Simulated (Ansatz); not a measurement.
# Cl3GeH5OSi: the cost of one run

All numbers below are computed with Ansatz 0.2.0 (RHF/def2-SVP).

**1. Starting point**

Bond lengths: Ge1–O2 2.120 Å, O2–H3 1.010 Å, Ge1–Cl4 2.220 Å, Ge1–Cl5 2.218 Å, Ge1–Cl6 2.218 Å, Ge1–Si7 2.610 Å, Si7–H8 1.460 Å, Si7–H9 1.460 Å, Si7–H10 1.460 Å, Si7–H11 1.676 Å. Angles (14 of 21 angles, heavy atoms first): O2–Ge1–Cl4 109.5°, O2–Ge1–Cl5 109.5°, O2–Ge1–Cl6 109.5°, O2–Ge1–Si7 71.6°, Cl4–Ge1–Cl5 109.5°, Cl4–Ge1–Cl6 109.5°, Cl4–Ge1–Si7 67.2°, Cl5–Ge1–Cl6 109.5°, Cl5–Ge1–Si7 176.6°, Cl6–Ge1–Si7 72.8°, Ge1–O2–H3 109.5°, Ge1–Si7–H8 109.5°, Ge1–Si7–H9 109.5°, Ge1–Si7–H10 109.5°.

As a file:

```xyz
11

Ge    0.0000    0.0000    0.0000
O     0.0000    0.0000    2.1200
H    -0.9095   -0.2814    2.4571
Cl    2.0935    0.0000   -0.7393
Cl   -1.0456    1.8115   -0.7393
Cl   -1.0456   -1.8115   -0.7393
Si    1.3622   -2.0686    0.8230
H     0.5435   -3.2713    0.7008
H     2.5654   -2.2150    0.0091
H     1.7408   -1.8783    2.2202
H     0.6900   -1.0478    1.9692
```

**2. A restrained relaxation towards end A**

Springs on the bonds that form and break draw the guess towards this end; the thresholds are loose.

The input, input.yaml:

```yaml
crystal:
  periodic: [false, false, false]
  atoms:
    - { symbol: Ge, position_ang: [0.0, 0.0, 0.0] }
    - { symbol: O, position_ang: [0.0, 0.0, 2.12] }
    - { symbol: H, position_ang: [-0.9095, -0.2814, 2.4571] }
    - { symbol: Cl, position_ang: [2.0935, 0.0, -0.7393] }
    - { symbol: Cl, position_ang: [-1.0456, 1.8115, -0.7393] }
    - { symbol: Cl, position_ang: [-1.0456, -1.8115, -0.7393] }
    - { symbol: Si, position_ang: [1.3622, -2.0686, 0.823] }
    - { symbol: H, position_ang: [0.5435, -3.2713, 0.7008] }
    - { symbol: H, position_ang: [2.5654, -2.215, 0.0091] }
    - { symbol: H, position_ang: [1.7408, -1.8783, 2.2202] }
    - { symbol: H, position_ang: [0.69, -1.0478, 1.9692] }
basis:
  gaussian: { orbitals: def2-SVP }
hamiltonian:
  xc: hf
relax:
  f_tol: 0.15
  max_steps: 25
  restrain:
    - { distance: [0, 6], at: 3.51, k: 30.0 }
    - { distance: [10, 1], at: 2.21, k: 30.0 }
    - { distance: [0, 1], at: 1.77, k: 30.0 }
    - { distance: [10, 6], at: 1.46, k: 30.0 }
```

Launch:

```bash
$ ansatz run input.yaml --threads 4 --pin off --max-ram 5120MiB --backend cpu --events-out ev --progress --plain --runs-dir out
```

What time and memory should one allow on 4 threads of Arm Neoverse V2, shared host?

About 28 s, with a peak of 0.42 GiB.
